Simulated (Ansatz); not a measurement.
# Sn4C: the cost of one run

Program: Ansatz 0.2.0. Level of theory: DFT PBE, scalar-relativistic, plane waves, PAW. These are calculated values, not measurements.

## Step 1: Starting point

Symmetry: P6/mmm, No. 191, hexagonal system. The conventional cell has a = 5.317 Å, b = 5.317 Å, c = 5.856 Å, α = 90.00°, β = 90.00°, γ = 120.00°. Around Sn (site symmetry -6m2) lie 5 Sn at 2.93 to 3.07 Å. Sn (site symmetry -6m2) is surrounded by 5 Sn at 2.93 to 3.07 Å and 3 C at 3.07 Å. C (site symmetry 6/mmm) is surrounded by 6 Sn at 3.07 Å.

Coordinates:

```
CELL_PARAMETERS angstrom
5.31679 0.00000 0.00000
-2.65839 4.60448 0.00000
0.00000 0.00000 5.85615
ATOMIC_POSITIONS crystal
Sn 0.33333 0.66667 0.00000
Sn 0.66667 0.33333 0.00000
Sn 0.33333 0.66667 0.50000
Sn 0.66667 0.33333 0.50000
C 0.00000 0.00000 0.50000
```

Recipe of the guess: random cell by space group and Wyckoff sites (P6/mmm, No. 191). Its size is a rough estimate.

## Step 2: Probe: one point on a coarse mesh

The input, input.yaml:

```yaml
crystal:
  lattice:
    - [5.31678979, 0.0, 0.0]
    - [-2.65839489, 4.60447502, 0.0]
    - [0.0, 0.0, 5.85614868]
  atoms:
    - { symbol: Sn, position: [0.33333333, 0.66666667, 0.0] }
    - { symbol: Sn, position: [0.66666667, 0.33333333, 0.0] }
    - { symbol: Sn, position: [0.33333333, 0.66666667, 0.5] }
    - { symbol: Sn, position: [0.66666667, 0.33333333, 0.5] }
    - { symbol: C, position: [0.0, 0.0, 0.5] }
basis:
  ecutwfc: 420
kpoints:
  mp_grid: { grid: [6, 6, 4] }
hamiltonian:
  xc: pbe
scf:
  occupations: { method: gaussian, width: 0.1 }
  lower_state_search: "off"
output:
  forces: true
  stress: true
  eigenvalues: true
```

The run is started by

```sh
$ ansatz run input.yaml --threads 1 --pin off --max-ram 2560MiB --backend cpu --events-out ev --progress --plain --runs-dir out
```

**Question.** How long does this run take on 1 thread of AMD EPYC 7R43 (Zen 3), shared host, and how much memory does it need?

About 5.6 s, with a peak of 0.46 GiB.
